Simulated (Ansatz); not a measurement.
Run this with the Python package of Ansatz (0.2.0) and show what comes out.

`soc_tcir.py`
```python
import warnings

import ansatz as az

XC = 'lda'
KGRID = (14, 14, 8)

warnings.simplefilter('ignore', az.DeckWarning)

system = (
    az.Lattice.of((2.739906, 0.0, 0.0), (-1.369953, 2.372828, 0.0), (0.0, 0.0, 4.355461))
    .atom('Tc', (1 / 3, 2 / 3, 0.0))
    .atom('Ir', (2 / 3, 1 / 3, 0.5))
)

model = (
    system.calculation()
    .functional(XC)
    .kpoints(*KGRID)
    .occupations(az.OccupationsMethod.FERMI_DIRAC)
    .band_table()
)
for label, variant in (('scalar-relativistic', model), ('spin-orbit', model.spin(soc=True))):
    report = variant.run(threads=1).report
    zero = report['band_edges_ev'][0] if report.get('band_edges_ev') else report['fermi_energy_ev']
    near = [round(e - zero, 3) for e in report['eigenvalues_ev'][0] if abs(e - zero) < 4]
    print(label)
    print('  band edges (eV):', [round(e, 3) for e in report.get('band_edges_ev') or []] or 'none reported')
    print('  levels at k =', report['kpoints_frac'][0], 'within 4 eV of the zero:', near)
```

```console
$ python soc_tcir.py
scalar-relativistic
  band edges (eV): none reported
  levels at k = [0.0, 0.0, 0.0] within 4 eV of the zero: [-3.437, -3.437, -2.634, -1.744, -1.744, -1.549, -1.549, 0.515, 1.521, 1.521]
spin-orbit
  band edges (eV): none reported
  levels at k = [0.0, 0.0, 0.0] within 4 eV of the zero: [-3.023, -3.023, -2.84, -2.84, -1.796, -1.796, -1.748, -1.748, -1.433, -1.433, -1.414, -1.414, 0.403, 0.403, 1.377, 1.377, 1.664, 1.664]
```

Notes:
- The computed bands are complete only to about 1.2 eV above the Fermi level.
- The structure comes from a database of computed cells and needn't be a stable or known phase.
- Gaps and levels are Kohn-Sham values on a finite set of k-points.
- With spin-orbit coupling each level holds one electron and, with inversion or at time-reversal points, comes in pairs; a window in energy can cut a split set.
- Finished in 36 s on 1 thread of Arm Neoverse V2, on a shared host, peak memory 0.67 GiB.
